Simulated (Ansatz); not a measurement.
Relaxation of a periodic cell of 17 atoms, TiSi₁₆ (host Si, host structure diamond, interstitial Ti), to a largest force component of 0.03 eV/Å in at most 60 steps.

Method: DFT PBEsol, scalar-relativistic, plane waves, PAW in Ansatz 0.2.0. Settings: PAW set soft_1, cutoff 420 eV, k mesh 2x2x2, gaussian smearing 0.05 eV, no spin polarisation.

```xyz
17
Lattice="0.0000 5.4300 5.4300 5.4300 0.0000 5.4300 5.4300 5.4300 0.0000" Properties=species:S:1:pos:R:3
Si 0.000 0.000 0.000
Si 1.357 1.357 1.357
Si 2.715 2.715 0.000
Si 4.072 4.072 1.357
Si 2.715 0.000 2.715
Si 4.072 1.357 4.072
Si 5.430 2.715 2.715
Si 6.787 4.072 4.072
Si 0.000 2.715 2.715
Si 1.357 4.072 4.072
Si 2.715 5.430 2.715
Si 4.072 6.787 4.072
Si 2.715 2.715 5.430
Si 4.072 4.072 6.787
Si 5.430 5.430 5.430
Si 6.787 6.787 6.787
Ti 6.068 6.116 8.814
```

Question: Where does it end, and by what steps?

Answer: The forces met the threshold. The force dipped under the threshold on the way, but the program's further checks kept it going. Limits of this set-up: coarse k mesh, PAW files made for another functional. After 13 steps the energy has fallen by 3.214 eV; Ti17 moved furthest, 1.08 Å. Joined: Si9–Ti17 (3.52 → 2.75 Å).

| step | energy less start (eV) | largest force component (eV/Å) | accepted |
| --- | --- | --- | --- |
| 0 | 0.0000 | 3.352 | yes |
| 1 | -1.1717 | 1.253 | yes |
| 2 | -1.4283 | 0.153 | yes |
| 3 | -1.4850 | 0.341 | yes |
| 4 | -1.7070 | 0.913 | yes |
| 5 | -2.0765 | 0.989 | yes |
| 6 | -2.4710 | 0.821 | yes |
| 7 | -2.8838 | 0.625 | yes |
| 8 | -3.0950 | 0.441 | yes |
| 9 | -3.2089 | 0.055 | yes |
| 10 | -3.2089 | 0.055 | yes |
| 11 | -3.2126 | 0.044 | yes |
| 12 | -3.2136 | 0.006 | yes |
| 13 | -3.2136 | 0.006 | yes |

```xyz
17
Lattice="0.0000 5.4300 5.4300 5.4300 0.0000 5.4300 5.4300 5.4300 0.0000" Properties=species:S:1:pos:R:3
Si 0.036 0.039 0.072
Si 1.411 1.413 1.381
Si 2.751 2.753 0.038
Si 4.091 4.094 1.378
Si 2.720 0.042 2.756
Si 4.066 1.441 4.155
Si 5.466 2.788 2.753
Si 6.841 4.097 4.128
Si 0.039 2.723 2.756
Si 1.439 4.069 4.155
Si 2.785 5.469 2.753
Si 4.094 6.844 4.128
Si 2.755 2.758 5.472
Si 4.069 4.072 6.786
Si 5.469 5.472 5.437
Si 6.869 6.871 6.783
Ti 5.469 5.472 8.186
```

Whether the end is a true minimum wasn't checked by a vibrational analysis.

Run time: 3.2 min on 1 thread of Arm Neoverse N1 (shared host), peak memory 0.56 GiB.
